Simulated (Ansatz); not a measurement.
**RPA@PBE/STO-3G run of AlCl2 (SMILES [Cl][Al][Cl])**

Aim: the electronic atomisation energy of AlCl2 at RPA@PBE/STO-3G, from 3 runs. 

Program for the calculation: Ansatz 0.2.0.

32 further runs of the same task are left out: 4 that didn't finish, 28 set aside as unsound or not needed.

## 1. The structure to begin with

AlCl2 has 3 atoms, charge 0, and is taken as a doublet. SMILES: `[Cl][Al][Cl]`. The shape is that of a PBE0-D4/def2-TZVP optimisation.

Bond lengths: Cl1–Al2 2.102 Å, Al2–Cl3 2.102 Å. Angles: Cl1–Al2–Cl3 118.9°.

## 2. A single-point energy at RPA@PBE/STO-3G

run.yaml

```yaml
crystal:
  periodic: [false, false, false]
  atoms:
    - symbol: Cl
      position_ang: [1.374800, 0.868300, 0.838700]
    - symbol: Al
      position_ang: [-0.432100, 0.520700, -0.177200]
    - symbol: Cl
      position_ang: [-0.953600, -1.453800, -0.674700]
basis:
  gaussian:
    orbitals: STO-3G
total_charge: 0
magnetization:
  spin_polarized: true
  initial_magnetization: 1
hamiltonian:
  xc: pbe
correlation:
  method: rpa
  frozen_orbitals: {Al: 5, Cl: 5}
accuracy: high
```

The run is started by

```bash
$ ansatz run run.yaml --threads 1 --pin off --max-ram 2610MiB --events-out events.jsonl --progress --plain --runs-dir runs
```

Standard output:

```text
Warning: RAYON_NUM_THREADS=1 ignored (pool sized by the plan → 1); use --threads N
Functional definition: PBE
  name "PBE"
  parameter kappa = 0.804
  parameter beta = 0.06672455060314922
  exchange = pbe_x(kappa = kappa, mu = beta*pi^2/3)
  correlation = pbe_c(beta = beta)
479 factors; integrals over basis functions are off by at most 1.3e-8 eV
mean field evaluation 1: about -31274.6210 eV, gradient 1.7e1 eV
mean field evaluation 2: about -31274.6233 eV, gradient 1.7e1 eV
mean field evaluation 4: about -31277.6011 eV, gradient 9.0e-1 eV
mean field evaluation 8: about -31277.6030 eV, gradient 6.9e-3 eV
mean field evaluation 16: about -31277.6030 eV, gradient 1.7e-8 eV
mean field evaluation 32: about -31259.9958 eV, gradient 6.4e0 eV
mean field -31277.60299557 eV, -1149.4307093664 hartree, gradient 1.6e-8 eV, S^2 0.751752; 0 other end points of the search recorded, 0 dependent functions left out
15 core orbitals not correlated: weight in the atoms' cores, before any rotation towards them, 0.999 or more for the frozen orbitals, at most 0.000 for the correlated occupied ones
reference -31246.58424635 eV, -1148.2907913577 hartree; 9, 8 occupied and 3, 4 virtual orbitals, 479 factors
Total energy: -31248.47681931 eV, -1148.3603421314 hartree
```

Run time: 2.2 s. Hardware: 1 thread of Arm Neoverse V2, shared host; peak memory 0.14 GiB.

## 3. The Al atom

molecule.yaml

```yaml
crystal:
  periodic: [false, false, false]
  atoms:
    - {symbol: Al, position_ang: [0.000000, 0.000000, 0.000000]}
basis:
  gaussian:
    orbitals: STO-3G
total_charge: 0
magnetization:
  spin_polarized: true
  initial_magnetization: 1
hamiltonian:
  xc: {name: PBE}
correlation:
  method: rpa
  frozen_orbitals: {Al: 5}
accuracy: high
```

Run the same way, it converges to -238.91265 Eh (log not shown).

## 4. The Cl atom

in.yaml

```yaml
crystal:
  periodic: [false, false, false]
  atoms:
    - {symbol: Cl, position_ang: [0.000000, 0.000000, 0.000000]}
basis:
  gaussian:
    orbitals: STO-3G
magnetization:
  spin_polarized: true
  initial_magnetization: 1
hamiltonian:
  xc: {name: PBE}
correlation:
  method: rpa
  frozen_orbitals: {Cl: 5}
accuracy: high
```

Run the same way, it converges to -454.57165 Eh (log not shown).

## 5. What came out

Level: RPA@PBE/STO-3G, 15 core orbitals frozen.

```
                                   quantity           value
                     molecule: total energy  -1148.36034 Eh
 molecule: RPA correlation energy (valence)       -69.6 mEh
molecule: ⟨S²⟩ of the reference determinant           0.752
                      Al atom: total energy   -238.91265 Eh
  Al atom: RPA correlation energy (valence)       -57.5 mEh
 Al atom: ⟨S²⟩ of the reference determinant           0.750
                      Cl atom: total energy   -454.57165 Eh
  Cl atom: RPA correlation energy (valence)       -29.7 mEh
 Cl atom: ⟨S²⟩ of the reference determinant           0.750
              electronic atomisation energy        8.283 eV
```

In words: Taking the molecule apart into free atoms costs 8.28 eV (799 kJ/mol), before zero-point energy and without spin-orbit coupling. In a minimal basis such a difference can be off by several eV, whatever the method.
